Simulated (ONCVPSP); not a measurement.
# An ONCV potential for Li, from input to tests

Do these settings give a usable potential? It is generated, then checked for transferability, scattering, ghosts and hardness.

The numbers are computed with ONCVPSP 4.0.1 (PBE, scalar-relativistic, spin-unpolarised reference atom).

**1. The design**

The settings as typed:

```
element                 : lithium (Li, Z = 3)
type                    : optimised norm-conserving Vanderbilt (ONCV)
frozen core             : none
valence charge          : 3
reference configuration : 1s2 2s0.75 2p0.25
partial waves           : 1s+2s: rc 1.00 bohr, ncon 4, nbas 7, qcut 15 1/bohr, 2 projectors; 2p: rc 4.00 bohr, ncon 4, nbas 8, qcut 1.8 1/bohr, 2 projectors, debl 2.9 Ha; d scattering state at 0.08 Ha: rc 3.50 bohr, ncon 4, nbas 8, qcut 2.8 1/bohr, 2 projectors, debl 2.5 Ha
local potential         : polynomial inside 0.75 bohr (lpopt 5, dvloc0 0 Ha)
core correction         : not asked for
```

**2. The generation run**

Input file Li.dat:

```
# ATOM AND REFERENCE CONFIGURATION
# atsym  z   nc   nv     iexc    psfile
  Li 3.00    0    3        4      upf
#
#   n    l    f
    1    0    2.00
    2    0    0.75
    2    1    0.25
#
# PSEUDOPOTENTIAL AND OPTIMIZATION
# lmax
    2
#
#   l,   rc,      ep,       ncon, nbas, qcut
    0    1.00    0.00    4    7   15.00
    1    4.00    0.00    4    8    1.80
    2    3.50    0.08    4    8    2.80
#
# LOCAL POTENTIAL
# lloc, lpopt,  rc(5),   dvloc0
    4    5    0.75    0.00
#
# VANDERBILT-KLEINMAN-BYLANDER PROJECTORs
# l, nproj, debl
    0    2    4.00
    1    2    2.90
    2    2    2.50
#
# MODEL CORE CHARGE
# icmod, fcfact, rcfact
    0    0.00    0.00
#
# LOG DERIVATIVE ANALYSIS
# epsh1, epsh2, depsh
   -3.00    5.00    0.02
#
# OUTPUT GRID
# rlmax, drl
    6.00    0.01
#
# TEST CONFIGURATIONS
# ncnf
    4
# nvcnf
#   n    l    f
    3
    1    0    2.00
    2    0    1.00
    2    1    0.00
#
    3
    1    0    2.00
    2    0    0.00
    2    1    0.00
#
    3
    1    0    2.00
    2    0    0.50
    2    1    0.00
#
    3
    1    0    2.00
    2    0    0.00
    2    1    1.00
#
```

Command:

```
$ oncvpsp.x < Li.dat > Li.out
```

Before running it: what results should come out? Wanted: cutoffs for 1 and 0.1 mHa per electron, occupied waves; bound ghosts; GHOST(+) flags; largest test error; largest phase difference near zero energy, channels read.

As calculated:

| quantity | value |
| --- | --- |
| cutoffs for 1 and 0.1 mHa per electron, occupied waves | 63 Ha and 76 Ha |
| bound ghosts | none found |
| GHOST(+) flags | none at low energy |
| largest test error (AE − PS) | -12 meV, for 1s2 2s0 2p1 |
| largest phase difference near zero energy, channels read | 0.081 rad |

What this shows: By total energies transferability is good: the largest error is 12 meV on 1.3 eV, for 1s2 2s0 2p1. The potential is hard: the looser tolerance needs 63 Ha. At the looser tolerance the 1s wave is the slowest; 2s needs 41 Ha. No bound ghost shows below the valence levels. Near zero energy the largest phase difference among the channels read is 0.08 rad, in the p channel.
